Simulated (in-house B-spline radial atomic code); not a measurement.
# Co¹³⁺: Hartree-Fock with and without relativity

Wanted: relativistic shifts in Co¹³⁺, shell by shell.

Method: Hartree-Fock averaged over the configuration, non-relativistic (point nucleus) and Dirac-Coulomb (finite nucleus); spherical all-electron atom at the radial basis limit. Code: in-house B-spline radial atomic code version 1.

### Step 1. The atom as given

* element: cobalt (Z = 27)
* charge: +13
* electrons: 14
* configuration: [Ne] 3s2 3p2
* nucleus: point (non-relativistic run); Fermi, rms radius 3.788 fm (Dirac runs)

The outer shells:

[Ne] 3s2 3p2
```
[Ne] core
3s [↑↓]
3p [↑ ][↑ ][  ]
```

The boxes draw the filling by Hund's rule, which heavy ions in jj coupling don't follow; these runs average over all states of the configuration.

### Step 2. Non-relativistic run

The run's settings:

```ini
Z = 27
electrons = 14.0
configuration = [Ne] 3s2 3p2
hamiltonian = nr
method = hf
spin_polarised = False
```

### Step 3. Dirac-Coulomb run

The run's settings:

```ini
Z = 27
electrons = 14.0
configuration = [Ne] 3s2 3p2
hamiltonian = dirac
method = hf
spin_polarised = False
nucleus = fermi
rms_radius = 3.7875
mass_number = 59
atomic_mass = 58.933193524
speed_of_light = 137.035999084
```

### Step 4. Dirac-Coulomb run in the lowest jj configuration, 1s2 2s2 2p6 3s2 3p-2

In configurations, a minus sign after the shell means j = l − 1/2 and a plus sign j = l + 1/2; the count of electrons follows.

Changes to the settings of step 3:

```diff
@@ -2,3 +2,3 @@
 electrons = 14.0
-configuration = [Ne] 3s2 3p2
+configuration = 1s2 2s2 2p6 3s2 3p-2
 hamiltonian = dirac
```

Q: How much does each shell's level and mean radius change with the Dirac Hamiltonian, and the total energy?

**Answer**, as computed:

Levels and radii; the Dirac values are averaged over j with the occupations as weights.

| shell | ε non-rel. (eV) | ε Dirac (eV) | <r> non-rel. (bohr) | <r> Dirac (bohr) | change of <r> (%) |
| --- | --- | --- | --- | --- | --- |
| 1s | -8108.46 | -8186.42 | 0.05686 | 0.05614 | -1.27 |
| 2s | -1342.31 | -1359.39 | 0.2546 | 0.2513 | -1.30 |
| 2p | -1214.11 | -1217.70 | 0.2235 | 0.2222 | -0.58 |
| 3s | -439.84 | -443.73 | 0.6743 | 0.6682 | -0.90 |
| 3p | -404.95 | -406.07 | 0.6670 | 0.6644 | -0.39 |

The total energy moves by -10.68 hartree, or -0.82 %, between the two Hamiltonians (nuclear size included). The first-order mass-velocity and Darwin terms of the non-relativistic run add up to -10.18 hartree, 95 % of it. The strongest contraction, averaged over j, is that of 2s (-1.30 %). Spin-orbit coupling splits the 3p level by 2.871 eV and the 2p level by 15.273 eV. The lowest jj configuration lies 2.302 eV below the average over the whole configuration. Breit terms add 0.514 hartree and QED terms 0.357 hartree.
